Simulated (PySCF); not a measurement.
# [LuBr2]+: other functionals and bases at one geometry

One table from this session's results is given with a row withheld; the runs are named, their logs left out.

The runs use PySCF 2.14.0; several levels, as the steps say, no spin–orbit coupling.

1 further run of the same task is left out (for a known fault of the program).

## The system as given

3 atoms, charge 1, spin multiplicity 1.

Bond lengths: Lu1–Br2 2.472 Å, Lu1–Br3 2.472 Å. Angles: Br2–Lu1–Br3 114.6°.

Coordinates:

```
Lu    0.0000    0.0000   -0.6779
Br    2.0799    0.0000    0.6574
Br   -2.0799    0.0000    0.6574
```

Formal oxidation states: Lu +3. Each metal's 14 4f electrons lie in its core potential, so multiplicities, spins and levels count the valence alone. An earlier session relaxed this geometry at PBE0, Lu lcecp-1-SVP with ECP60, Br def2-SVP (singlet, point group C2v).

At PBE0 on the finer grid: E = -5186.960689 Eh, HOMO -13.17 eV, LUMO -8.29 eV, Mulliken charge on Lu1 +1.21 e, largest force component 0.008 eV/Å. 

Levels to run: PBE; TPSSh; PBE0, TZVP. Hardware: 2 threads of Arm Neoverse V1, shared host.

The first run:

Input file run.py (the lines that set the calculation):

```python
mol = gto.M(atom='''
Lu     0.00000     0.00000    -0.67788
Br     2.07986     0.00000     0.65738
Br    -2.07986     0.00000     0.65738''',
    basis={'Lu': 'lcecp-1-SVP', 'Br': 'def2-SVP'},
    ecp={'Lu': 'lcecp-1-SVP'},
    charge=1, spin=0)
mf = dft.RKS(mol, xc='PBE')
mf.grids.atom_grid = (75, 302)  # f atoms: unpruned, at least (60, 302)
mf = mf.density_fit()  # fitting sets: Lu AutoAux, Br def2-universal-JKFIT
mf.conv_tol = 1e-08; mf.max_cycle = 55
mf.kernel(dm0)  # dm0: the density of the relaxed state
```

Run with:

```
OMP_NUM_THREADS=2 python run.py
```

Among the steps run: PBE; TPSSh; PBE0, TZVP.

One table of the session follows, with a row left open; its other results are not shown here.

| level | HOMO (eV) | gap (eV) | charge on Lu1 (e) | dipole (D) | largest force component (eV/Å) |
| --- | --- | --- | --- | --- | --- |
| PBE0 (relaxed here) | -13.17 | 4.88 | 1.21 | 6.54 | 0.01 |
| PBE | ? | ? | ? | ? | ? |
| TPSSh | -12.54 | 4.03 | 1.23 | 6.49 | 0.21 |
| PBE0, TZVP | -13.11 | 4.92 | 1.50 | 6.41 | 0.03 |

**Question.** Estimate the row for PBE.

The run gave: HOMO (eV): -11.98; gap (eV): 2.99; charge on Lu1 (e): 1.07; dipole (D): 5.95; largest force component (eV/Å): 0.26. In the column «HOMO (eV)» it is the highest.

The dipole of a charged species depends on the origin, so these sizes hold for this origin alone.

In one basis the HOMO–LUMO gap runs from 2.99 eV (PBE) to 4.88 eV (PBE0). The largest leftover force, 0.26 eV/Å with PBE, stands at a geometry relaxed at another level. With 4f in the core, its levels are missing from HOMO and gap, and its count is fixed, so no charge can pass from the ligands into it. Total energies of different levels can't be compared.
